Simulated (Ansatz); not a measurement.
Run this with Ansatz 0.2.0, Python API and show what comes out.

The script, `md_ch2bns.py`:
```python
"""A short Born-Oppenheimer trajectory of CH2BNS."""

import ansatz as az
import numpy as np

molecule = (
    az.Crystal.molecule()
    .atom("S", (-0.0168, -2.1925, 1.0928))
    .atom("C", (-0.0429, -0.6896, 0.3531))
    .atom("B", (0.5211, 0.2477, -0.6833))
    .atom("N", (-0.4994, 0.6817, 0.2168))
    .atom("H", (1.3304, 0.4682, -1.5487))
    .atom("H", (-1.2503, 1.4204, 0.5232))
)

calc = (
    molecule.calculation()
    .basis(gaussian="6-31G")  # atom-centred Gaussian functions
    .functional("b3lyp", dispersion="d4")
)
symbols = [site.symbol for site in molecule.cartesian_sites]
start = np.array([site.position_ang for site in molecule.cartesian_sites], dtype=float)
summary = calc.relax(force_tolerance=0.02).run().report
end = np.array(summary["positions_ang"])
minimum = az.Crystal.molecule()
for symbol, place in zip(symbols, end):
    minimum = minimum.atom(symbol, place.tolist())

# dynamics from the relaxed geometry
calc = (
    minimum.calculation()
    .basis(gaussian="6-31G")
    .functional("b3lyp", dispersion="d4")
    .md("nvt_langevin", timestep=0.5, steps=40, temperature=200, initial_velocities="maxwell_boltzmann", seed=89, friction=0.02)
)
frames = []
out = calc.session().plan().execute(on_event=lambda e: frames.append(e["data"]) if e["event"] == "md_step" else None)
print("t (fs)   E_pot (eV)      E_kin (eV)   T (K)   d(0-1) (A)")
for f in frames[::2]:
    xyz = np.array(f["positions_ang"])
    print(f"{f['time_fs']:6.2f} {f['lagrangian_ev']:14.5f} {f['e_kin_ev']:10.5f} {f['temperature_k']:8.1f} {np.linalg.norm(xyz[0] - xyz[1]):9.4f}")
print("mean temperature", round(float(np.mean([f["temperature_k"] for f in frames])), 1), "K")
```

```console
$ python md_ch2bns.py
t (fs)   E_pot (eV)      E_kin (eV)   T (K)   d(0-1) (A)
  0.00   -14068.45534    0.12926    166.7    1.6653
  1.00   -14068.44991    0.11741    151.4    1.6680
  2.00   -14068.43791    0.11976    154.4    1.6718
  3.00   -14068.42104    0.10913    140.7    1.6756
  4.00   -14068.39978    0.08809    113.6    1.6779
  5.00   -14068.38073    0.07818    100.8    1.6785
  6.00   -14068.36741    0.06368     82.1    1.6774
  7.00   -14068.36155    0.06236     80.4    1.6761
  8.00   -14068.36399    0.07146     92.1    1.6749
  9.00   -14068.36803    0.07276     93.8    1.6738
 10.00   -14068.37199    0.08116    104.6    1.6739
 11.00   -14068.37976    0.11564    149.1    1.6740
 12.00   -14068.38568    0.14079    181.5    1.6751
 13.00   -14068.38318    0.12841    165.6    1.6759
 14.00   -14068.37618    0.12339    159.1    1.6762
 15.00   -14068.36924    0.11967    154.3    1.6769
 16.00   -14068.36264    0.11876    153.1    1.6771
 17.00   -14068.35676    0.11950    154.1    1.6774
 18.00   -14068.35407    0.11304    145.8    1.6794
 19.00   -14068.35506    0.12035    155.2    1.6830
 20.00   -14068.35599    0.14099    181.8    1.6875
mean temperature 136.3 K
```

Notes:
- Total energies depend on the basis set; only differences at equal settings carry meaning.
- The trajectory is only some femtoseconds long, so its temperature is not equilibrated; where the script doesn't relax first, it starts from a rough generated geometry.
- b3lyp holds the VWN-RPA fit, as in Gaussian; the form of ORCA and Turbomole is b3lyp5.
- The printed temperature counts all 3N degrees of freedom under Langevin dynamics, so the first row lies under the target.
- Run time: 76 s on 1 thread of Arm Neoverse V1, on a shared host, peak memory 0.22 GiB.
